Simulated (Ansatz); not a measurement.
# CH₅FSSn: how energies converge with the basis set

Aim: see how fast density functionals converge with the basis set for CH₅FSSn.

Method: one geometry, several basis sets; program: Ansatz 0.2.0, Gaussian basis.

The runs, in order: PBE0-D4/def2-SVP; ωB97M-V/def2-SVP; PBE0-D4/def2-QZVPP; ωB97M-V/def2-QZVPP; the functionals' def2-TZVPP values are taken from earlier runs.

## (1) The relaxed structure

An earlier PBE0-D4 in a triple-zeta def2 set relaxation fixed the geometry. Sn takes the def2 core potential; no spin-orbit term is included.

SMILES `FC[S][SnH3]`, 9 atoms, charge 0, spin multiplicity 1.

Atoms are counted from 1 here; the program's logs count them from 0.

Bond lengths: F1–C2 1.369 Å, C2–S3 1.820 Å, C2–H5 1.092 Å, C2–H6 1.093 Å, S3–Sn4 2.401 Å, Sn4–H7 1.707 Å, Sn4–H8 1.698 Å, Sn4–H9 1.707 Å. Angles: F1–C2–S3 108.0°, F1–C2–H5 108.2°, F1–C2–H6 108.3°, S3–C2–H5 110.7°, S3–C2–H6 110.7°, H5–C2–H6 110.8°, C2–S3–Sn4 98.1°, S3–Sn4–H7 108.9°, S3–Sn4–H8 105.2°, S3–Sn4–H9 108.8°, H7–Sn4–H8 112.1°, H7–Sn4–H9 109.6°, H8–Sn4–H9 112.1°.

## (2) PBE0-D4 in def2-SVP

in.yaml reads:

```yaml
crystal:
  periodic: [false, false, false]
  atoms:
    - {symbol: F, position_ang: [1.926110, 2.041715, -0.723542]}
    - {symbol: C, position_ang: [0.818227, 1.293204, -0.431696]}
    - {symbol: S, position_ang: [1.367140, -0.401921, -0.061984]}
    - {symbol: Sn, position_ang: [-0.781217, -1.350492, 0.436060]}
    - {symbol: H, position_ang: [0.158845, 1.304444, -1.302651]}
    - {symbol: H, position_ang: [0.323803, 1.737388, 0.435435]}
    - {symbol: H, position_ang: [-1.784421, -1.198298, -0.936829]}
    - {symbol: H, position_ang: [-0.471518, -2.974494, 0.822524]}
    - {symbol: H, position_ang: [-1.468369, -0.497647, 1.745582]}
basis:
  gaussian: {orbitals: def2-SVP}
hamiltonian: {xc: pbe0, dispersion: d4}
output: {orbitals: {seedname: orbitals}}
```

The runs that follow: ωB97M-V in def2-SVP; PBE0-D4 in def2-QZVPP; ωB97M-V in def2-QZVPP.

Before running them: what should the planned runs give, taken together? Wanted: PBE0-D4: double and triple zeta above quadruple; ωB97M-V: double and triple zeta above quadruple.

**Answer**, as computed:

| quantity | value |
| --- | --- |
| PBE0-D4: double and triple zeta above quadruple | 9.32, 0.59 eV |
| ωB97M-V: double and triple zeta above quadruple | 9.46, 0.58 eV |

In words: PBE0-D4 gains 8.72 eV from double to triple zeta, then 0.59 eV more. These are total energies; as a rule much of such shifts cancels in differences, which this series doesn't test. The LUMO of ωB97M-V is positive and keeps falling with the basis (1.40 to 0.66 eV): an unbound level that the basis holds in place.
